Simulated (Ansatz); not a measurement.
# Ga2HO (quartet): wave-function methods side by side at a displaced geometry (v1), cc-pVDZ

One table from this session's results is given with a row withheld; the runs are named, their logs left out.

Computed with Ansatz 0.2.0, Gaussian basis. Level: cc-pVDZ, core rule «outside noble gas», up to 29 orbitals frozen.

Plan: UHF; CCSD(T) on ROHF; CCSD(T) on UHF; BCCD(T) on ROHF; CISD; CCSDT(Q) on ROHF; CCSDT(Q) on UHF.

31 further runs of the same task are left out: 2 for a known fault of the program, 13 that didn't finish, 16 set aside as unsound or not needed.

## The geometry

The geometry is a PBE0/def2-TZVP stationary point (not a proven minimum) with its atoms shifted at random (size 0.040 Å). No spin-orbit coupling is included. The filled d shell of Ga may be among the frozen orbitals whatever the setting's name suggests; the logs give the count.

4 atoms, charge 0, spin multiplicity 4.

Atoms are counted from 1 here; the program's logs count them from 0.

Bond lengths: Ga1–Ga2 2.475 Å, Ga2–O3 1.807 Å, Ga2–H4 1.571 Å. Angles: Ga1–Ga2–O3 118.4°, Ga1–Ga2–H4 126.3°, O3–Ga2–H4 115.3°.

Set-up of the first run:

in.yaml

```yaml
crystal:
  periodic: [false, false, false]
  atoms:
    - {symbol: Ga, position_ang: [-0.004090, -0.111449, 1.469801]}
    - {symbol: Ga, position_ang: [-0.004923, 0.332946, -0.965006]}
    - {symbol: O, position_ang: [0.043041, -1.075126, -2.095704]}
    - {symbol: H, position_ang: [-0.059736, 1.744052, -1.652692]}
basis:
  gaussian: {orbitals: cc-pVDZ}
magnetization: {spin_polarized: true, initial_magnetization: 3}
hamiltonian: {xc: hf}
output: {orbitals: {seedname: orbitals}}
```

Started as:

```sh
$ ansatz run in.yaml --threads 1 --pin off --events-out ev --progress --plain --max-ram 2393MiB
```

Steps of the session up to this table: UHF; CCSD(T) on ROHF; CCSD(T) on UHF; BCCD(T) on ROHF; CISD; CCSDT(Q) on ROHF; CCSDT(Q) on UHF.

One table of the session follows, with a row left open; its other results are not shown here.

| method | from UCCSDT(Q) (meV) |
| --- | --- |
| ROHF | ? |
| UHF | +7364.2 |
| RMP2 | +1212.4 |
| UMP2 | +1193.8 |
| RCCSD | +261.9 |
| UCCSD | +244.6 |
| RCCSD(T) | +72.3 |
| UCCSD(T) | +61.2 |
| BCCD(T) | +70.4 |
| RCCSDT | +30.8 |
| UCCSDT | +19.0 |
| RCCSDT(Q) | +14.1 |
| UCCSDT(Q) | 0 |

Q: Estimate the row for ROHF from the others.

**Answer.** from UCCSDT(Q) (meV): +7580.3. In the column «from UCCSDT(Q) (meV)» it is the highest.

Not comparable, so not listed: CISD (they don't share determinant, frozen orbitals or solution with the rows shown, or repeat one).

To keep in mind: Restricted and unrestricted rows rest on different reference determinants; where their highest levels disagree by more than a few hundredths of an eV, they describe different states and don't form one ladder.
